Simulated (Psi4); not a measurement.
# B3LYP/6-31G(d) (Cartesian functions) run of Si2NH6F (SMILES F[SiH2]N[SiH3])

Aim: the vertical singlet–triplet gap of Si2NH6F at B3LYP/6-31G* (Cartesian functions), from 2 runs. 

The results are computed with Psi4 1.11.

2 further runs of the same task are left out: 2 set aside as unsound or not needed.

### Step 1. The structure to begin with

Si2NH6F has 10 atoms, charge 0, and is taken as a singlet. As SMILES, `F[SiH2]N[SiH3]`. The coordinates come from a PBE0-D4/def2-TZVP relaxation. This is one conformer, not always the lowest.

Bond lengths: F1–Si2 1.602 Å, Si2–N3 1.706 Å, N3–Si4 1.733 Å, Si2–H5 1.480 Å, Si2–H6 1.478 Å, N3–H7 1.011 Å, Si4–H8 1.487 Å, Si4–H9 1.487 Å, Si4–H10 1.483 Å. Some angles: F1–Si2–N3 112.6°, Si2–N3–Si4 128.2°, F1–Si2–H5 106.0°, F1–Si2–H6 106.5°, N3–Si2–H5 109.3°, N3–Si2–H6 108.9°, Si2–N3–H7 115.6°, Si4–N3–H7 115.9°, N3–Si4–H8 110.9°, N3–Si4–H9 112.0°.

### Step 2. A single-point energy at B3LYP/6-31G(d) (Cartesian functions)

calc.in reads:

```
memory 1.6 GB

molecule system {
  0 1
  F
  Si 1 1.601527
  N 2 1.705971 1 112.57651
  Si 3 1.733257 2 128.17848 1 -87.55933
  H 2 1.480374 1 106.00478 3 119.41373
  H 2 1.478229 5 113.69553 1 -116.6146
  H 3 1.010993 2 115.55707 6 -156.73584
  H 4 1.487038 3 110.92612 7 60.1039
  H 4 1.487293 8 107.6645 3 122.85759
  H 4 1.483496 8 109.88852 9 119.3409
  symmetry c1
  no_reorient
  no_com
}

set {
  basis                6-31G*
  puream               false
  e_convergence        1e-09
  d_convergence        1e-08
  scf_type             pk
  dft_radial_points    99
  dft_spherical_points 590
}

energy_value, wavefunction = energy('b3lyp', return_wfn=True)
oeprop(wavefunction, 'MULLIKEN_CHARGES', 'QUADRUPOLE', 'DIPOLE', title='B3LYP')
print_variables()
```

Started as:

```console
$ psi4 calc.in calc.out -n 1
```

calc.out:

```text
[...]
  Running in c1 symmetry.
[...]
  Nuclear repulsion =  227.547178597537794
[...]
  Multiplicity = 1
[...]
  Nalpha       = 25
  Nbeta        = 25
[...]
    Number of basis functions: 80
[...]
   @RKS iter   1:  -736.99847290708010   -2.99398e-01   1.03676e-02 DIIS/ADIIS
[...]
   @RKS iter  11:  -737.28887314626786   -2.95586e-12   5.78715e-09 DIIS
[...]
    Orbital Energies [Eh]
    ---------------------
    Doubly Occupied:
       1A    -66.173945     2A    -66.146974     3A    -24.676856
       4A    -14.327681     5A     -5.318239     6A     -5.296792
       7A     -3.678433     8A     -3.676820     9A     -3.675811
      10A     -3.656091    11A     -3.654932    12A     -3.654477
      13A     -1.168186    14A     -0.858527    15A     -0.562943
      16A     -0.547905    17A     -0.474398    18A     -0.440410
      19A     -0.432577    20A     -0.416444    21A     -0.371140
      22A     -0.364201    23A     -0.350700    24A     -0.332266
      25A     -0.279879
[...]
  @RKS Final Energy:  -737.28887314626786
   => Energetics <=
    Nuclear Repulsion Energy =            227.5471785975377941
    One-Electron Energy =               -1473.1119764501297595
    Two-Electron Energy =                 557.9716857882207250
    DFT Exchange-Correlation Energy =     -49.6957610818966984
    Empirical Dispersion Energy =           0.0000000000000000
    VV10 Nonlocal Energy =                  0.0000000000000000
    Total Energy =                       -737.2888731462678606
[...]
 Multipole Moments:
 ------------------------------------------------------------------------------------
     Multipole            Electronic (a.u.)      Nuclear  (a.u.)        Total (a.u.)
 ------------------------------------------------------------------------------------
 L = 1.  Multiply by 2.5417464519 to convert [e a0] to [Debye]
 Dipole X            :          2.3151098           -2.0313931            0.2837167
 Dipole Y            :          3.2368034           -3.5430799           -0.3062765
 Dipole Z            :         -5.0225916            5.5596499            0.5370584
 Magnitude           :                                                    0.6802441
 L = 2.  Multiply by 1.3450342976 to convert [e a0^2] to [Debye ang]
 Quadrupole XX       :       -132.3053737          104.3274493          -27.9779244
 Quadrupole XY       :       -125.7978156          124.7983028           -0.9995128
[...]
  Mulliken Charges: (a.u.)
   Center  Symbol    Alpha    Beta     Spin     Total
       1     F     4.68560  4.68560  0.00000 -0.37121
       2    SI     6.60572  6.60572  0.00000  0.78856
       3     N     3.90800  3.90800  0.00000 -0.81601
       4    SI     6.75130  6.75130  0.00000  0.49740
       5     H     0.55269  0.55269  0.00000 -0.10538
       6     H     0.55192  0.55192  0.00000 -0.10384
       7     H     0.32686  0.32686  0.00000  0.34627
       8     H     0.54037  0.54037  0.00000 -0.08075
       9     H     0.53997  0.53997  0.00000 -0.07994
      10     H     0.53755  0.53755  0.00000 -0.07510
[...]
```

Wall time 15 s (1 thread of Intel Xeon 6975P-C (Granite Rapids), shared host); peak memory 0.85 GiB.

### Step 3. The triplet: energy and forces at UB3LYP/6-31G(d) (Cartesian functions)

fh6nsi2.json reads:

```json
{
 "schema_name": "qcschema_input",
 "schema_version": 1,
 "molecule": {
  "schema_name": "qcschema_molecule",
  "schema_version": 2,
  "symbols": ["F", "Si", "N", "Si", "H", "H", "H", "H", "H", "H"],
  "geometry": [-2.95080734, 1.87895469, -3.35747641, -0.7086473, 2.46004547, -1.40954672, 0.97283101, -0.17914604, -0.63475901, 0.36811865, -2.33589046, 1.75498865, 0.97736635, 4.28438707, -2.69607226, -1.90881236, 3.47596223, 0.89932066, 2.38918074, -0.63532592, -1.83303434, 2.6295539, -2.68737952, 3.38563332, -0.35205598, -4.8562182, 0.74077264, -1.74686283, -1.29124986, 3.26979311],
  "molecular_charge": 0,
  "molecular_multiplicity": 3,
  "fix_symmetry": "c1"
 },
 "driver": "gradient",
 "model": {
  "method": "b3lyp",
  "basis": "6-31G*"
 },
 "keywords": {
  "reference": "uks",
  "puream": false,
  "e_convergence": 1e-09,
  "d_convergence": 1e-08,
  "scf_type": "pk",
  "dft_radial_points": 99,
  "dft_spherical_points": 590,
  "maxiter": 100,
  "scf_properties": ["QUADRUPOLE", "LOWDIN_CHARGES", "MULLIKEN_CHARGES"]
 }
}
```

Started as:

```console
$ psi4 --qcschema fh6nsi2.json -n 1 --memory 1600MB
```

stdout:

```text
[...]
  Running in c1 symmetry.
[...]
  Nuclear repulsion =  227.547223855533190
[...]
  Multiplicity = 3
[...]
  Nalpha       = 26
  Nbeta        = 24
[...]
    Number of basis functions: 80
[...]
   @UKS iter   1:  -736.70224861116321   -3.17236e-03   1.06028e-02 DIIS/ADIIS
[...]
   @UKS iter  17:  -737.05198009858236   -2.27374e-12   6.10019e-09 DIIS
[...]
   @S^2 Observed:                2.005393295E+00
[...]
    Orbital Energies [Eh]
    ---------------------
    Alpha Occupied:
       1A    -66.200245     2A    -66.152625     3A    -24.701555
       4A    -14.428924     5A     -5.346900     6A     -5.304252
       7A     -3.707497     8A     -3.705846     9A     -3.703265
      10A     -3.664186    11A     -3.662479    12A     -3.661302
      13A     -1.192410    14A     -0.958479    15A     -0.606318
      16A     -0.596424    17A     -0.517392    18A     -0.476992
      19A     -0.466653    20A     -0.448298    21A     -0.427547
      22A     -0.405776    23A     -0.363209    24A     -0.358994
      25A     -0.351358    26A     -0.061384
    Alpha Virtual:
[...]
  @UKS Final Energy:  -737.05198009858236
   => Energetics <=
    Nuclear Repulsion Energy =            227.5472238555331899
    One-Electron Energy =               -1471.4878587363655242
    Two-Electron Energy =                 556.5101501283686503
    DFT Exchange-Correlation Energy =     -49.6214953461187633
    Empirical Dispersion Energy =           0.0000000000000000
    VV10 Nonlocal Energy =                  0.0000000000000000
    Total Energy =                       -737.0519800985823622
[...]
 Multipole Moments:
 ------------------------------------------------------------------------------------
     Multipole            Electronic (a.u.)      Nuclear  (a.u.)        Total (a.u.)
 ------------------------------------------------------------------------------------
 L = 1.  Multiply by 2.5417464519 to convert [e a0] to [Debye]
 Dipole X            :         -3.2269318            3.7681617            0.5412299
 Dipole Y            :          3.0974560           -2.7034930            0.3939631
 Dipole Z            :         -5.2226738            5.1070297           -0.1156441
 Magnitude           :                                                    0.6793455
 L = 2.  Multiply by 1.3450342976 to convert [e a0^2] to [Debye ang]
 Quadrupole XX       :       -135.9152441          104.4500252          -31.4652189
 Quadrupole XY       :         88.3773100          -87.7684929            0.6088170
[...]
  Mulliken Charges: (a.u.)
   Center  Symbol    Alpha    Beta     Spin     Total
       1     F     4.69118  4.66034  0.03084 -0.35152
       2    SI     6.79404  6.56127  0.23277  0.64470
       3     N     3.99505  3.31212  0.68294 -0.30717
       4    SI     7.40791  6.69303  0.71488 -0.10093
       5     H     0.53731  0.53723  0.00007 -0.07454
       6     H     0.53342  0.53641 -0.00299 -0.06984
       7     H     0.44808  0.29280  0.15528  0.25911
       8     H     0.54224  0.44556  0.09668  0.01220
       9     H     0.54719  0.43078  0.11642  0.02203
      10     H     0.50358  0.53046 -0.02689 -0.03404
[...]
  -Total Gradient:
     Atom            X                  Y                   Z
    ------   -----------------  -----------------  -----------------
       1        0.005861519720     0.006972159551     0.007194153794
       2        0.036585227855    -0.067543574818     0.010989370248
       3       -0.009696324166     0.008016084480     0.006421464525
       4        0.016174803674     0.040959538818    -0.058040718499
       5       -0.002734375581     0.000808434171    -0.003420208130
       6       -0.003930658617    -0.000878389927    -0.000296965263
       7       -0.034112299911     0.012719581032     0.024938976275
       8       -0.004263913449    -0.000265621433     0.002118770890
       9       -0.002315969846     0.001634436391     0.005573093629
      10       -0.001569009930    -0.002389310108     0.004505768683
[...]
```

Wall time 38 s (1 thread of Intel Xeon 6975P-C (Granite Rapids), shared host); peak memory 0.85 GiB.

### Step 4. Results

At B3LYP/6-31G* (Cartesian functions):

| quantity | value |
| --- | --- |
| singlet: total energy | -737.28887 Eh |
| singlet: dipole moment | 1.73 D |
| singlet: HOMO energy | -7.62 eV |
| singlet: LUMO energy | 0.33 eV |
| singlet: HOMO–LUMO gap | 7.94 eV |
| triplet: total energy | -737.05198 Eh |
| triplet: dipole moment | 1.73 D |
| triplet: HOMO energy (highest over α and β) | -1.67 eV |
| triplet: ⟨S²⟩ | 2.005 |
| triplet: largest force on an atom | 3.990 eV/Å |
| vertical energy of the triplet above the singlet | 6.446 eV |

**Reading.** At this shape the triplet lies 6.45 eV (149 kcal/mol) above the singlet. Mulliken charges (triplet) run from -0.35 on F1 to +0.64 on Si2.
